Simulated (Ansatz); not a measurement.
# BGe+ (singlet): from Hartree-Fock to the top rungs at distance Ge1–B2 = 3.515 Å, cc-pVDZ

One table from this session's results is given with a row withheld; the runs are named, their logs left out.

Method: cc-pVDZ, core rule «outside noble gas», up to 15 orbitals frozen; program: Ansatz 0.2.0, Gaussian basis.

Plan: UHF; CCSD(T) on RHF; CCSD(T) on UHF; BCCD(T) on RHF; CISD; CCSDT(Q) on RHF; CCSDT(Q) on UHF; CCSDTQ on RHF; CASSCF and MRCISD+Q, 2 electrons in 2 orbitals; CASSCF and NEVPT2, 2 electrons in 2 orbitals; CASSCF and MRCISD+Q, 6 electrons in 8 orbitals; CASSCF and NEVPT2, 6 electrons in 8 orbitals; Full CI.

25 further runs of the same task are left out: 18 that didn't finish, 7 set aside as unsound or not needed.

### The geometry

The geometry derives from a PBE0/def2-TZVP stationary point (not a proven minimum). One bond is set to the value named and the two fragments are kept rigid. No spin-orbit coupling is included. The filled d shell of Ge may be among the frozen orbitals whatever the setting's name suggests; the logs give the count.

2 atoms, charge 1, spin multiplicity 1.

Atoms are counted from 1 here; the program's logs count them from 0.

No contacts short enough for the rule that draws bonds.

As a file:

| atom | x (Å) | y (Å) | z (Å) |
| --- | --- | --- | --- |
| Ge1 | 0.0000 | 0.0000 | 0.0000 |
| B2 | 0.0000 | 0.0000 | 3.5150 |

The first run:

The input, in.yaml:

```yaml
crystal:
  periodic: [false, false, false]
  atoms:
    - {symbol: Ge, position_ang: [0.000000, 0.000000, 0.000000]}
    - {symbol: B, position_ang: [0.000000, 0.000000, 3.515000]}
basis:
  gaussian: {orbitals: cc-pVDZ}
total_charge: 1
magnetization: {spin_polarized: true, initial_magnetization: 0}
hamiltonian: {xc: hf}
output: {orbitals: {seedname: orbitals}}
```

Command:

```
$ ansatz run in.yaml --threads 1 --pin off --events-out ev --progress --plain --max-ram 2393MiB
```

Steps of the session up to this table: UHF; CCSD(T) on RHF; CCSD(T) on UHF; BCCD(T) on RHF; CISD; CCSDT(Q) on RHF; CCSDT(Q) on UHF; CCSDTQ on RHF; CASSCF and MRCISD+Q, 2 electrons in 2 orbitals; CASSCF and NEVPT2, 2 electrons in 2 orbitals; CASSCF and MRCISD+Q, 6 electrons in 8 orbitals; CASSCF and NEVPT2, 6 electrons in 8 orbitals; Full CI.

One table of the session follows, with a row left open; its other results are not shown here.

| method | from FCI (meV) |
| --- | --- |
| RHF | +4212.6 |
| RMP2 | ? |
| CISD | +584.0 |
| RCCSD | +222.0 |
| RCCSD(T) | +47.4 |
| BCCD(T) | +57.3 |
| RCCSDT | +13.3 |
| RCCSDT(Q) | +1.3 |
| RCCSDTQ | +0.6 |
| CASSCF pair | +3255.1 |
| NEVPT2 pair | +1102.3 |
| CASSCF valence | +1517.8 |
| NEVPT2 valence | +459.4 |
| MRCISD valence | +85.6 |
| MRCISD+Q valence | +20.7 |
| FCI | 0 |

Estimate the missing values for RMP2.

**Answer.** from FCI (meV): +1563.0. In the column «from FCI (meV)» it lies between CASSCF valence (+1517.8) and CASSCF pair (+3255.1).

Among the levels timed on like hardware and quicker than the yardstick, those that no quicker one beats, quickest first: CISD (0.72 s, +584.0 meV); NEVPT2 valence (2.2 s, +459.4 meV); MRCISD+Q valence (2.8 s, +20.7 meV); RCCSDT(Q) (4.2 s, +1.3 meV).

Not comparable, so not listed: CASSCF and MRCISD+Q, 2 electrons in 2 orbitals (they don't share determinant, frozen orbitals or solution with the rows shown, or repeat one).

Caveats from the session: The yardstick is full CI for this spin, exact in this basis with these frozen cores. Left out of the table: UHF, UMP2, UCCSD, UCCSD(T), UCCSDT, UCCSDT(Q) (another determinant or state than the rows shown). Of the multireference levels listed MRCISD+Q valence comes nearest in total energy (+20.7 meV), which doesn't show that its space is the better one. Warnings in the runs' records: large difference, lower state, passed over end.
